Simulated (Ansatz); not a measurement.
**FGaH2S: functionals against CCSD(T) at one geometry**

One table from this session's results is given with a row withheld; the runs are named, their logs left out.

Computed with Ansatz 0.2.0, Gaussian basis. Level: single points in def2-TZVPP.

Cores are frozen in the correlated methods. Filled d shells of the heavier atoms are correlated. B3LYP uses VWN-RPA correlation.

### The starting structure

5 atoms, charge 0, spin multiplicity 1.

Atoms are counted from 1 here; the program's logs count them from 0.

Bond lengths: F1–Ga2 1.753 Å, Ga2–S3 2.219 Å, Ga2–H4 1.553 Å, S3–H5 1.338 Å. Angles: F1–Ga2–S3 111.5°, F1–Ga2–H4 108.9°, S3–Ga2–H4 139.6°, Ga2–S3–H5 88.2°.

Coordinates:

```xyz
5
charge 0, multiplicity 1
F    -1.30140    0.13930    1.05110
Ga   -0.30530   -0.52790   -0.22780
S     1.58340    0.61140   -0.46650
H    -1.03170   -1.75500   -0.84310
H     1.14750    1.44900    0.48120
```

The first run:

run/in.yaml reads:

```yaml
crystal:
  periodic: [false, false, false]
  atoms:
    - {symbol: F, position_ang: [-1.301400, 0.139300, 1.051100]}
    - {symbol: Ga, position_ang: [-0.305300, -0.527900, -0.227800]}
    - {symbol: S, position_ang: [1.583400, 0.611400, -0.466500]}
    - {symbol: H, position_ang: [-1.031700, -1.755000, -0.843100]}
    - {symbol: H, position_ang: [1.147500, 1.449000, 0.481200]}
basis:
  gaussian: {orbitals: def2-TZVPP}
correlation: {method: ccsd_t}
output: {forces: true}
```

Command:

```sh
> ansatz run in.yaml --threads 4 --pin off --events-out ev --progress --plain --max-ram 5222MiB
```

Among the steps run: CCSD(T)/def2-TZVPP; PBE0-D4/def2-TZVPP; wB97M-V/def2-TZVPP; r2SCAN-D4/def2-TZVPP; PBE-D4/def2-TZVPP; HSE06-D4/def2-TZVPP; B3LYP-D4/def2-TZVPP.

One table of the session follows, with a row left open; its other results are not shown here.

```
   method  RMS force component (eV/Å)  angle to CCSD(T) forces (°)  dipole (D)
  CCSD(T)                       0.202                    reference        1.51
  PBE0-D4                       0.227                         13.0        1.49
  wB97M-V                       0.245                         15.9        1.52
r2SCAN-D4                       0.234                         11.0        1.41
   PBE-D4                       0.332                         46.8        1.38
 HSE06-D4                       0.224                         13.1        1.48
 B3LYP-D4                           ?                            ?           ?
```

**Question.** Estimate the row for B3LYP-D4.

**Answer.** RMS force component (eV/Å): 0.238; angle to CCSD(T) forces (°): 31.8; dipole (D): 1.53. In the column «RMS force component (eV/Å)» it lies between r2SCAN-D4 (0.234) and wB97M-V (0.245).

Limits of these values: CCSD(T) in triple zeta still lacks some correlation energy of the bonds, so part of these gaps is its own basis error and they don't rank the functionals.
